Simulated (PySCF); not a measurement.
# WO3 (tungsten trioxide): levels of theory compared

Wanted: a comparison of 6 runs (BHLYP/def2-SVPD, BLYP/def2-SVPD, M06-2X/def2-SVPD, SVWN5/def2-SVPD, r2SCAN/def2-SVPD, CCSD(T)/def2-SVPD) of WO3 (tungsten trioxide). Input form: a Python script.

Program for the calculation: PySCF 2.14.0.

1 further run of the same task is left out (set aside as unsound or not needed).

### Step 1. The structure to begin with

WO3: 4 atoms, total charge 0, spin state singlet. As SMILES, `[O]=[W](=[O])=[O]`. One bond was lengthened or shortened from a relaxed shape.

Bond lengths: O1–W2 1.716 Å, W2–O3 2.230 Å, W2–O4 1.716 Å. Angles: O1–W2–O3 107.5°, O1–W2–O4 107.5°, O3–W2–O4 107.5°.

### Step 2. A single-point energy at BHLYP/def2-SVPD (core potential) (run 1)

The input, run.py:

```python
from pyscf import gto, dft

molecule = gto.Mole()
molecule.atom = '''
O   -0.668958   0.523097   1.665617
W   -0.797858  -0.025803   0.045417
O    1.071700  -1.143300  -0.433900
O   -0.843658   1.359397  -0.965683
'''
molecule.ecp = {'W': 'def2-svp'}
molecule.verbose = 3
molecule.basis = 'def2-svpd'
molecule.charge = 0
molecule.max_memory = 1860
molecule.build()

mf = dft.RKS(molecule, xc='bhandhlyp')
mf.grids.level = 5
mf.conv_tol = 1e-10
mf.kernel()
if not mf.converged:
    mf = mf.newton().run(mf.mo_coeff, mf.mo_occ)

e_final = mf.e_tot
print('E = %.10f Eh' % e_final)
```

Command:

```
$ OMP_NUM_THREADS=1 python run.py
```

Log:

```text
converged SCF energy = -292.259654922126
E = -292.2596549221 Eh
```

Run time: 24 s. Hardware: 1 thread of Intel Xeon at 2.70GHz, shared host; peak memory 0.53 GiB.

### Step 3. The energy at BLYP/def2-SVPD (core potential) (run 2)

The input, job.py:

```python
from pyscf import gto, dft

molecule = gto.M(
    atom='''
O       -0.668958       0.523097       1.665617
W       -0.797858      -0.025803       0.045417
O        1.071700      -1.143300      -0.433900
O       -0.843658       1.359397      -0.965683
''',
    max_memory=1860,
    verbose=4,
    ecp={'W': 'def2-svp'},
    basis='def2-svpd',
)

ks = dft.RKS(molecule, xc='blyp')
ks.grids.level = 5
ks.conv_tol = 1e-10
ks.kernel()
if not ks.converged:
    ks = ks.newton().run(ks.mo_coeff, ks.mo_occ)

e_tot = ks.e_tot
print(f'total energy: {e_tot:.8f} hartree')
```

Command:

```
$ OMP_NUM_THREADS=1 python job.py
```

Log:

```text
PySCF version 2.14.0

[INPUT] num. atoms = 4
[INPUT] num. electrons = 38
[INPUT] charge = 0
[INPUT] spin (= nelec alpha-beta = 2S) = 0
[INPUT] symmetry False subgroup None
[INPUT] Mole.unit = angstrom
[INPUT] Symbol           X                Y                Z      unit          X                Y                Z       unit  Magmom
[INPUT]  1 O     -0.668958000000   0.523097000000   1.665617000000 AA   -1.264147408837   0.988510066582   3.147559958420 Bohr   0.0
[INPUT]  2 W     -0.797858000000  -0.025803000000   0.045417000000 AA   -1.507733106293  -0.048760603192   0.085825691399 Bohr   0.0
[INPUT]  3 O      1.071700000000  -1.143300000000  -0.433900000000 AA    2.025219487696  -2.160523878215  -0.819952165449 Bohr   0.0
[INPUT]  4 O     -0.843658000000   1.359397000000  -0.965683000000 AA   -1.594282562798   2.568888024555  -1.824876393148 Bohr   0.0

nuclear repulsion = 129.105407032349
number of shells = 40
number of NR pGTOs = 159
number of NR cGTOs = 104
basis = def2-svpd
ecp = {'W': 'def2-svp'}

[... 42 lines left out ...]
WARN: HOMO -0.242573693930445 == LUMO -0.242015304256709
[... 5 lines left out ...]
WARN: HOMO -0.227328019388983 == LUMO -0.226628795054518
[... 3 lines left out ...]
WARN: HOMO -0.227493421539724 == LUMO -0.226958441912923
[... 3 lines left out ...]
WARN: HOMO -0.227797963756392 == LUMO -0.227643082321003
[... 32 lines left out ...]
converged SCF energy = -292.594614970327
total energy: -292.59461497 hartree
```

It took 28 s on 1 thread of Intel Xeon at 2.70GHz, shared host; peak memory 0.53 GiB.

### Step 4. A single-point energy at M06-2X/def2-SVPD (core potential) (run 3)

The input, calc.py:

```python
from pyscf import gto, dft

system = gto.M(
    atom='O -0.668958 0.523097 1.665617; W -0.797858 -0.025803 0.045417; O 1.071700 -1.143300 -0.433900; O -0.843658 1.359397 -0.965683',
    basis='def2-svpd',
    verbose=3,
    max_memory=1860,
    spin=0,
    ecp={'W': 'def2-svp'},
)

mf = dft.RKS(system, xc='m06-2x')
mf.grids.level = 5
mf.conv_tol = 1e-10
mf.kernel()
if not mf.converged:
    mf = mf.newton().run(mf.mo_coeff, mf.mo_occ)

e_tot = mf.e_tot
print('E(%s) = %.9f' % ('M06-2X', e_tot))
```

Command:

```
$ OMP_NUM_THREADS=1 python calc.py
```

Log:

```text
converged SCF energy = -292.318905651155
E(M06-2X) = -292.318905651
```

Wall time 37 s (1 thread of Intel Xeon at 2.70GHz, shared host); peak memory 0.56 GiB.

Runs 4 to 5 aren't shown in full; the table further down has their settings and results.

### Step 5. The energy at CCSD(T)/def2-SVPD (core potential) (run 6)

The input, input.py:

```python
from pyscf import gto, cc

mol = gto.M(
    atom=[
    ('O', (-0.668958, 0.523097, 1.665617)),
    ('W', (-0.797858, -0.025803, 0.045417)),
    ('O', (1.071700, -1.143300, -0.433900)),
    ('O', (-0.843658, 1.359397, -0.965683)),
],
    ecp={'W': 'def2-svp'},
    basis='def2-svpd',
    verbose=4,
    max_memory=1860,
    spin=0,
    charge=0,
)

mf = mol.RHF()
mf.conv_tol = 1e-10
mf.kernel()
if not mf.converged:
    mf = mf.newton().run(mf.mo_coeff, mf.mo_occ)

mycc = cc.CCSD(mf, frozen=3)
mycc.kernel()
e_t = mycc.ccsd_t()
e_tot = mycc.e_tot + e_t
print('E(%s) = %.9f' % ('CCSD(T)', e_tot))
```

Command:

```
$ OMP_NUM_THREADS=1 python input.py
```

Log:

```text
PySCF version 2.14.0

[INPUT] num. atoms = 4
[INPUT] num. electrons = 38
[INPUT] charge = 0
[INPUT] spin (= nelec alpha-beta = 2S) = 0
[INPUT] symmetry False subgroup None
[INPUT] Mole.unit = angstrom
[INPUT] Symbol           X                Y                Z      unit          X                Y                Z       unit  Magmom
[INPUT]  1 O     -0.668958000000   0.523097000000   1.665617000000 AA   -1.264147408837   0.988510066582   3.147559958420 Bohr   0.0
[INPUT]  2 W     -0.797858000000  -0.025803000000   0.045417000000 AA   -1.507733106293  -0.048760603192   0.085825691399 Bohr   0.0
[INPUT]  3 O      1.071700000000  -1.143300000000  -0.433900000000 AA    2.025219487696  -2.160523878215  -0.819952165449 Bohr   0.0
[INPUT]  4 O     -0.843658000000   1.359397000000  -0.965683000000 AA   -1.594282562798   2.568888024555  -1.824876393148 Bohr   0.0

nuclear repulsion = 129.105407032349
number of shells = 40
number of NR pGTOs = 159
number of NR cGTOs = 104
basis = def2-svpd
ecp = {'W': 'def2-svp'}

[... 75 lines left out ...]
converged SCF energy = -290.649061213117
[... 12 lines left out ...]
Init t2, MP2 energy = -291.715066385886  E_corr(MP2) -1.06600517276926
[... 28 lines left out ...]
CCSD converged
[... 2 lines left out ...]
E(CCSD(T)) = -291.699925898
```

It took 2.2 min on 1 thread of Intel Xeon at 2.70GHz, shared host; peak memory 0.9 GiB.

### Step 6. The series

```tsv
run	level	integration grid	frozen core orbitals	energy (Eh)	dipole moment (D) of the reference	HOMO energy (eV)	LUMO energy (eV)	wall time
1	BHLYP/def2-SVPD (core potential)	5	–	-292.259655	6.41	-9.27	-4.88	24 s
2	BLYP/def2-SVPD (core potential)	5	–	-292.594615	5.52	-6.38	-6.07	28 s
3	M06-2X/def2-SVPD (core potential)	5	–	-292.318906	6.27	-9.32	-4.84	37 s
4	SVWN5/def2-SVPD (core potential)	5	–	-290.915928	5.52	-6.67	-6.35	13 s
5	r2SCAN/def2-SVPD (core potential)	5	–	-292.510067	5.89	-6.70	-6.00	44 s
6	CCSD(T)/def2-SVPD (core potential)	–	3	-291.699926	6.96	-10.73	-2.64	2.2 min
```

### Step 7. What came out

| quantity | value |
| --- | --- |
| run 6: total energy | -291.69993 Eh |
| run 6: dipole moment (Hartree–Fock density) | 6.96 D |
| run 6: HOMO energy (Hartree–Fock orbitals) | -10.73 eV |
| run 6: LUMO energy (Hartree–Fock orbitals) | -2.64 eV |
| run 6: HOMO–LUMO gap (Hartree–Fock orbitals) | 8.08 eV |
| run 6: correlation energy (3 core orbitals frozen) | -1050.9 mEh |
| run 6: (T) correction | -74.25 mEh |
| run 6: T1 diagnostic | 0.056 |

What this shows: Over runs 1, 2, 3, 4, 5 the dipole moment (its size) runs from 5.52 D (BLYP/def2-SVPD) to 6.41 D (BHLYP/def2-SVPD). Over runs 1, 2, 3, 4, 5 the HOMO–LUMO gap runs from 0.31 eV (BLYP/def2-SVPD) to 4.47 eV (M06-2X/def2-SVPD). Totals of different functionals can't be ranked against each other. In run 6 the T1 diagnostic is large, so a single reference may not serve. All runs together took 4.7 min, the longest 2.2 min.
